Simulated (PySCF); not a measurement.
# CH₁₁ClSSi₄: NMR shifts

What NMR shifts should CH₁₁ClSSi₄ (`[SiH3]C[Si@@H]([SiH2]Cl)S[SiH3]`) show?

Computed with PySCF 2.14.0, with density-fitted response routines of our own, on a single molecule in the gas phase. Atoms are numbered from 0 throughout.

### 1 The starting structure

18 atoms, charge 0, multiplicity 1; geometry from: GFN2-xTB.

Bonds of the start (Å): Si0–C1 1.91, C1–Si2 1.90, Si2–Si3 2.32, Si3–Cl4 2.03, Si2–S5 2.17, S5–Si6 2.14, Si0–H7 1.47, Si0–H8 1.46, Si0–H9 1.46, C1–H10 1.09, C1–H11 1.09, Si2–H12 1.47, Si3–H13 1.47, Si3–H14 1.47, Si6–H15 1.45, Si6–H16 1.46, Si6–H17 1.46.

### 2 Nuclear shieldings: PBE0/pcSseg-1

Job settings and geometry (Å):

```
{"job": {"kind": "nmr", "xc": "PBE0", "basis": "pcSseg-1"}, "charge": 0, "multiplicity": 1}
Si    -1.322231    -2.383739     0.050200
C     -1.043058    -0.524403     0.366129
Si    -0.603703     0.565783    -1.132303
Si    -0.379719     2.797496    -0.524874
Cl    -1.102035     3.022701     1.358968
S      1.201687    -0.158412    -2.095015
Si     2.623038    -0.380975    -0.511512
H     -1.585158    -3.027445     1.342632
H     -0.121262    -2.967007    -0.547677
H     -2.468052    -2.544034    -0.847040
H     -1.943839    -0.107523     0.819271
H     -0.261232    -0.413841     1.121309
H     -1.562744     0.361823    -2.221390
H      0.988203     3.324734    -0.488325
H     -1.167980     3.713585    -1.353174
H      3.886738    -0.552644    -1.207302
H      2.589110     0.829225     0.306790
H      2.263477    -1.549007     0.286899
```

Level: GIAO PBE0/pcSseg-1 NMR shielding, non-relativistic, gas phase.

Started as:

```console
$ OMP_NUM_THREADS=1 python probes_run.py task.json out
```

One launch serves the whole session: the jobs run in the order shown.

Predict these results of the whole session: 13C shifts against TMS (PBE0/pcSseg-1); 1H shifts against TMS (PBE0/pcSseg-1, means over atoms taken as alike); 29Si shifts against TMS (PBE0/pcSseg-1); 35Cl shifts against HCl (PBE0/pcSseg-1); 33S shifts against CS2 (PBE0/pcSseg-1).

**Answer**, as computed:

| quantity | value |
| --- | --- |
| 13C shifts against TMS (PBE0/pcSseg-1) | -8.1 ppm |
| 1H shifts against TMS (PBE0/pcSseg-1, means over atoms taken as alike) | 5.27, 5.24, 5.10, 4.61, 4.11, 0.19, 0.11 ppm |
| 29Si shifts against TMS (PBE0/pcSseg-1) | -21.9, -36.7, -63.1, -75.1 ppm |
| 35Cl shifts against HCl (PBE0/pcSseg-1) | -99 ppm |
| 33S shifts against CS2 (PBE0/pcSseg-1) | -323 ppm |

At PBE0/pcSseg-1: Shielding is most anisotropic at Cl4 (span 131 ppm, paramagnetic term -101 ppm).
